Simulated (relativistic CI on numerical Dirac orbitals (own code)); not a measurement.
# Nd²⁺: 4f valence photoemission multiplets

Wanted: the shape of the 4f valence photoemission spectrum of Nd²⁺ in 3 surroundings, from the same atomic integrals.

Program: relativistic CI on numerical Dirac orbitals (own code) version 1. Level of theory: Dirac-Coulomb-Breit CI, KLI orbitals optimised for each configuration, model QED (radiative potential, 1s self-energy scaled to tabulated hydrogen-like ionisation energies), valence Slater integrals scaled by 0.8, multiplet model of photoemission in the sudden approximation in a parametric crystal field. These are calculated values, not measurements, unless marked.

## (1) What is computed

- ion: Nd²⁺ (Nd III)
- nuclear charge: 60
- electrons: 58
- configurations: [Xe] 4f4 → [Xe] 4f3
- temperature: 80 K
- widths: Lorentz 0.1 eV, Gauss 0.3 eV
- surrounding 1: Oh, B40 = 1410, B60 = 450 cm⁻¹
- surrounding 2: D4h, B20 = -740, B40 = 550, B44 = -410, B60 = 370, B64 = -220 cm⁻¹
- surrounding 3: D3h, B20 = -170, B40 = 60, B60 = -410, B66 = 410 cm⁻¹

## (2) Surrounding 1: Oh, B40 = 1410, B60 = 450

The run's settings:

```ini
atom Nd  Z=60  charge=2  electrons=58
nucleus A=142  rms_radius_fm=4.9123
hamiltonian dirac-coulomb  breit=on  qed=on  c_scale=1
orbitals kli  potential=per-configuration
slater_scale 0.8
correlation none
mixing on
configurations
  [Xe] 4f4
  [Xe] 4f3
end
photoemission 4f valence T=80 lorentz=0.1 gauss=0.3
crystal_field Oh B40=1410 B60=450
```

## (3) Surrounding 2: D4h, B20 = -740, B40 = 550, B44 = -410, B60 = 370, B64 = -220

Settings: those of step 2 with these lines changed.

```diff
@@ -12,2 +12,2 @@
 photoemission 4f valence T=80 lorentz=0.1 gauss=0.3
-crystal_field Oh B40=1410 B60=450
+crystal_field D4h B20=-740 B40=550 B44=-410 B60=370 B64=-220
```

## (4) Surrounding 3: D3h, B20 = -170, B40 = 60, B60 = -410, B66 = 410

Settings: those of step 3 with these lines changed.

```diff
@@ -12,2 +12,2 @@
 photoemission 4f valence T=80 lorentz=0.1 gauss=0.3
-crystal_field D4h B20=-740 B40=550 B44=-410 B60=370 B64=-220
+crystal_field D3h B20=-170 B40=60 B60=-410 B66=410
```

(Steps that only read results are left out.)

Before running it: what results should come out? Wanted: highest peak, first run; ground spin.

As calculated:

| surrounding | ground S | centroid (eV) | spread (eV) | up to four highest peaks (% of the highest), eV |
| --- | --- | --- | --- | --- |
| 1: Oh | 1.98 | 20.14 | 1.00 | 19.4 (100), 20.9 (23), 21.7 (37) |
| 2: D4h | 1.98 | 20.13 | 0.99 | 19.4 (100), 20.9 (23), 21.7 (37) |
| 3: D3h | 1.98 | 20.13 | 1.00 | 19.4 (100), 20.9 (22), 21.7 (37) |

| quantity | value |
| --- | --- |
| highest peak, first run | 19.4 eV |
| ground spin (effective S from ⟨S²⟩) | 1.98 |

The highest peak stays in place, within the step of the energy grid, in all surroundings. Energies are those of the free ion without screening by ligands; binding energies in solids differ by tens of eV.
